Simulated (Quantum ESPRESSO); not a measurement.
Input of a Quantum ESPRESSO 7.5 run:

The input pw.in:

```
&CONTROL
  calculation = 'vc-relax'
  prefix = 'pwscf'
  outdir = './tmp'
  pseudo_dir = './pseudo'
  tprnfor = .true.
  tstress = .true.
  disk_io = 'low'
  nstep = 40
  forc_conv_thr = 0.0004
  etot_conv_thr = 1d-05
/
&SYSTEM
  ibrav = 0
  nat = 3
  ntyp = 1
  ecutwfc = 45
  ecutrho = 360
  nbnd = 26
  occupations = 'smearing'
  smearing = 'gaussian'
  degauss = 0.00734986
/
&ELECTRONS
  conv_thr = 6d-10
  electron_maxstep = 120
  mixing_beta = 0.5
/
&IONS
  ion_dynamics = 'bfgs'
/
&CELL
  cell_dynamics = 'bfgs'
  press = 140
  press_conv_thr = 0.3
/
ATOMIC_SPECIES
Zr    91.2240 zr_lda_v1.uspp.F.UPF
CELL_PARAMETERS angstrom
   5.0330000000    0.0000000000    0.0000000000
  -2.5165000000    4.3587058572    0.0000000000
   0.0000000000    0.0000000000    3.1320000000
ATOMIC_POSITIONS crystal
Zr     0.0000000000    0.0000000000    0.0000000000
Zr     0.3333333333    0.6666666667    0.5000000000
Zr     0.6666666667    0.3333333333    0.5000000000
K_POINTS automatic
14 14 19 0 0 0
```

Potentials or basis: GBRV 1.5 LDA.

The run is started by

```bash
$ OMP_NUM_THREADS=1 pw.x -in pw.in > pw.out
```

What does it give for the space group after relaxing (to 0.05 Å)?

P6/mmm (No. 191).

Predict the band gap on the k mesh.

none (metal or under the smearing width).

What does it give for the relaxed cell?

a = 4.752 Å, b = 4.752 Å, c = 2.972 Å, α = 90.00°, β = 90.00°, γ = 120.00°.

Step by step:
```
step  energy change (eV)  largest force (eV/Å)  pressure (GPa)  volume (Å³)
   1              0.0000                0.0000           -5.82        68.71
   2             -0.0348                0.0000            4.97        61.99
   3              0.2650                0.0000           16.15        57.32
   4              0.1860                0.0000           13.86        58.16
   5              0.1906                0.0000           14.00        58.11
   6              0.1913                0.0000           14.02        58.10
   7              0.1909                0.0000           14.01        58.10
```

Caveat: the volume moved by over 15 % at a fixed basis, so the end points are rough.
